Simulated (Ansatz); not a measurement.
# C₂H₅NSeSi: up Jacob's ladder to CCSD(T)

The task here is to estimate one member of a computed series from the others.

Computed with Ansatz 0.2.0, Gaussian basis. Level: functionals in def2-TZVPP, the program's frozen cores in correlated methods.

Levels to be run: PBE-D4, r2SCAN-D4, PBE0-D4, B3LYP-D4, ωB97X-V, ωB97M-V, B2PLYP; CCSD(T)/def2-TZVPP; MP2/def2-QZVPP; extrapolation to the limit.

### The geometry

All runs share one geometry, relaxed beforehand with PBE0-D4 in a triple-zeta def2 set.

SMILES `C1=N[SiH2]C[Se]1`, 10 atoms, charge 0, spin multiplicity 1.

Atoms are counted from 1 here; the program's logs count them from 0.

Bond lengths: C1–N2 1.256 Å, C1–Se5 1.930 Å, C1–H6 1.094 Å, N2–Si3 1.746 Å, Si3–C4 1.899 Å, Si3–H7 1.485 Å, Si3–H8 1.485 Å, C4–Se5 1.948 Å, C4–H9 1.090 Å, C4–H10 1.090 Å. Angles: N2–C1–Se5 123.8°, N2–C1–H6 123.2°, Se5–C1–H6 113.0°, C1–N2–Si3 114.8°, N2–Si3–C4 103.3°, N2–Si3–H7 110.2°, N2–Si3–H8 110.2°, C4–Si3–H7 112.0°, C4–Si3–H8 111.9°, H7–Si3–H8 109.1°, Si3–C4–Se5 105.5°, Si3–C4–H9 112.5°, Si3–C4–H10 112.4°, Se5–C4–H9 108.5°, Se5–C4–H10 108.6°, H9–C4–H10 109.1°, C1–Se5–C4 92.5°.

The first run:

File in.yaml:

```yaml
crystal:
  periodic: [false, false, false]
  atoms:
    - {symbol: C, position_ang: [-1.454187, 0.761959, 0.609102]}
    - {symbol: N, position_ang: [-1.160722, -0.398296, 0.990415]}
    - {symbol: Si, position_ang: [0.311617, -1.042724, 0.309236]}
    - {symbol: C, position_ang: [0.931384, 0.364005, -0.805051]}
    - {symbol: Se, position_ang: [-0.386382, 1.787737, -0.629061]}
    - {symbol: H, position_ang: [-2.346448, 1.296290, 0.947407]}
    - {symbol: H, position_ang: [1.278966, -1.363412, 1.388739]}
    - {symbol: H, position_ang: [0.020500, -2.275863, -0.464581]}
    - {symbol: H, position_ang: [1.901100, 0.748442, -0.490212]}
    - {symbol: H, position_ang: [0.987272, 0.070863, -1.852996]}
basis:
  gaussian: {orbitals: def2-TZVPP}
hamiltonian: {xc: pbe, dispersion: d4}
output: {forces: true, orbitals: {seedname: orbitals}}
```

Command:

```console
$ ansatz run in.yaml --threads 4 --pin off --events-out ev --progress --plain --max-ram 10444MiB
```

Steps of the session up to this table: PBE-D4 (GGA); r2SCAN-D4 (meta-GGA); PBE0-D4 (hybrid); B3LYP-D4 (hybrid); ωB97X-V (range-separated); ωB97M-V (range-separated); B2PLYP (double hybrid); CCSD(T) in def2-TZVPP; MP2 in def2-QZVPP.

One table of the session follows, with a row left open; its other results are not shown here.

| method | atomisation energy (kJ/mol) |
| --- | --- |
| PBE-D4 | ? |
| r2SCAN-D4 | 3722.7 |
| PBE0-D4 | 3730.3 |
| B3LYP-D4 | 3713.6 |
| ωB97X-V | 3726.4 |
| ωB97M-V | 3711.6 |
| B2PLYP | 3666.6 |
| HF/def2-TZVPP | 2566.5 |
| MP2/def2-TZVPP | 3669.3 |
| CCSD/def2-TZVPP | 3519.7 |
| CCSD(T)/def2-TZVPP | 3597.4 |
| MP2/CBS | 3781.1 |
| CCSD(T)/CBS | 3709.2 |

**Question.** Estimate the row for PBE-D4.

**Answer.** atomisation energy (kJ/mol): 3817.7. In the column «atomisation energy (kJ/mol)» it is the highest.
